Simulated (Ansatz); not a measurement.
**Al3H3OS: small, medium and large basis sets**

An exercise on one series of results from a longer session: the logs are not shown, and one member is left open.

Program: Ansatz 0.2.0, Gaussian basis. Level of theory: one geometry, several basis sets. These are calculated values, not measurements.

Plan: PBE0-D4/def2-SVP; ωB97M-V/def2-SVP; PBE0-D4/def2-QZVPP; ωB97M-V/def2-QZVPP; the functionals' def2-TZVPP values are taken from earlier runs.

**Structure used throughout**

The geometry comes from an earlier relaxation with PBE0-D4 in a triple-zeta def2 set; it is a stationary point, not always the lowest conformer.

8 atoms, charge 0, spin multiplicity 1.

Atoms are counted from 1 here; the program's logs count them from 0.

Bond lengths: O1–Al2 1.698 Å, O1–H6 0.955 Å, Al2–Al3 2.588 Å, Al2–H7 1.585 Å, Al3–Al4 2.410 Å, Al3–S5 2.235 Å, Al4–S5 2.208 Å, Al4–H8 1.582 Å. Angles: Al2–O1–H6 124.6°, O1–Al2–Al3 120.0°, O1–Al2–H7 114.9°, Al3–Al2–H7 125.1°, Al2–Al3–Al4 176.1°, Al2–Al3–S5 127.3°, Al4–Al3–S5 56.6°, Al3–Al4–S5 57.7°, Al3–Al4–H8 175.0°, S5–Al4–H8 127.3°, Al3–S5–Al4 65.7°.

Geometry (Å):

```xyz
8
charge 0, multiplicity 1
O     0.0842    2.9125    0.8830
Al    0.4608    1.9144   -0.4385
Al   -0.1242   -0.6054   -0.3640
Al   -0.8115   -2.9158   -0.3682
S     1.0306   -2.2344    0.6401
H    -0.2960    2.6050    1.7037
H     1.1216    2.6599   -1.6707
H    -1.3733   -4.3932   -0.4414
```

Set-up of the first run:

The input, in.yaml:

```yaml
crystal:
  periodic: [false, false, false]
  atoms:
    - {symbol: O, position_ang: [0.084242, 2.912472, 0.883029]}
    - {symbol: Al, position_ang: [0.460761, 1.914388, -0.438496]}
    - {symbol: Al, position_ang: [-0.124237, -0.605363, -0.364018]}
    - {symbol: Al, position_ang: [-0.811504, -2.915795, -0.368175]}
    - {symbol: S, position_ang: [1.030583, -2.234423, 0.640144]}
    - {symbol: H, position_ang: [-0.296028, 2.604967, 1.703723]}
    - {symbol: H, position_ang: [1.121587, 2.659852, -1.670672]}
    - {symbol: H, position_ang: [-1.373304, -4.393197, -0.441437]}
basis:
  gaussian: {orbitals: def2-SVP}
hamiltonian: {xc: pbe0, dispersion: d4}
output: {orbitals: {seedname: orbitals}}
```

Run with:

```console
$ ansatz run in.yaml --threads 2 --pin off --events-out ev --progress --plain --max-ram 4352MiB
```

Steps of the session up to this table: PBE0-D4 in def2-SVP; ωB97M-V in def2-SVP; PBE0-D4 in def2-QZVPP; ωB97M-V in def2-QZVPP.

One table of the session follows, with a row left open; its other results are not shown here.

It belongs to the step «Density functionals: the series». 

| functional | basis | HOMO (eV) | LUMO (eV) |
| --- | --- | --- | --- |
| PBE0-D4 | def2-SVP | -5.88 | -2.27 |
| PBE0-D4 | def2-TZVPP | -5.86 | -2.33 |
| PBE0-D4 | def2-QZVPP | -5.88 | -2.36 |
| ωB97M-V | def2-SVP | ? | ? |
| ωB97M-V | def2-TZVPP | -7.59 | -0.62 |
| ωB97M-V | def2-QZVPP | -7.62 | -0.72 |

**Question.** Estimate the row for ωB97M-V, def2-SVP.

The run gave: HOMO (eV): -7.56; LUMO (eV): -0.47. In the column «HOMO (eV)» it lies between ωB97M-V, def2-TZVPP (-7.59) and PBE0-D4, def2-SVP (-5.88).
